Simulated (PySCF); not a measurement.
# C2H7AlAsN: the cost of one run

Programs: PySCF 2.14.0, with density-fitted response routines of our own. Each step states its level of theory. These are calculated values for one molecule in the gas phase, unless marked as measured. Atoms count from 0, in the outputs and in this text.

## 1. Starting geometry

12 atoms, charge 0, multiplicity 1; geometry from: GFN2-xTB. The atoms were then displaced at random by about 0.01 Å, so the start is not that level's minimum.

Bonds of the start (Å): C0–C1 1.40, C1–N2 1.13, N2–Al3 2.04, Al3–As4 2.38, C0–H5 1.11, C0–H6 1.07, C0–H7 1.10, Al3–H8 1.57, Al3–H9 1.59, As4–H10 1.50, As4–H11 1.51.

## 2. Relaxing the molecule at PBE0-D3(BJ)/def2-SVP

The job: settings as JSON, then the geometry in Å.

```
{"job": {"xc": "PBE0", "basis": "def2-SVP", "d3": "d3bj", "grid": 1, "shake": 0.01, "kind": "geom"}, "charge": 0, "multiplicity": 1}
C     -2.691810    -0.586970     0.172940
C     -1.339520    -0.236650     0.315140
N     -0.240930     0.015500     0.442190
Al     1.512070     1.001860     0.093070
As     3.441860    -0.102110     0.949160
H     -3.039830    -0.301610    -0.842880
H     -2.849730    -1.630460     0.338150
H     -3.285320     0.012090     0.884430
H      1.197000     0.862230    -1.434010
H      0.823290     2.298970     0.704060
H      3.815110     0.011040    -0.496640
H      2.697490    -1.372150     0.630090
```

Started as:

```console
> OMP_NUM_THREADS=1 python probes_run.py task.json out
```

One launch serves the whole session: the jobs run in the order shown.

Q: Estimate the wall time and peak memory of this first job on 1 thread of Arm Neoverse V1, shared host.

About 2.8 min, with a peak of 0.52 GiB.
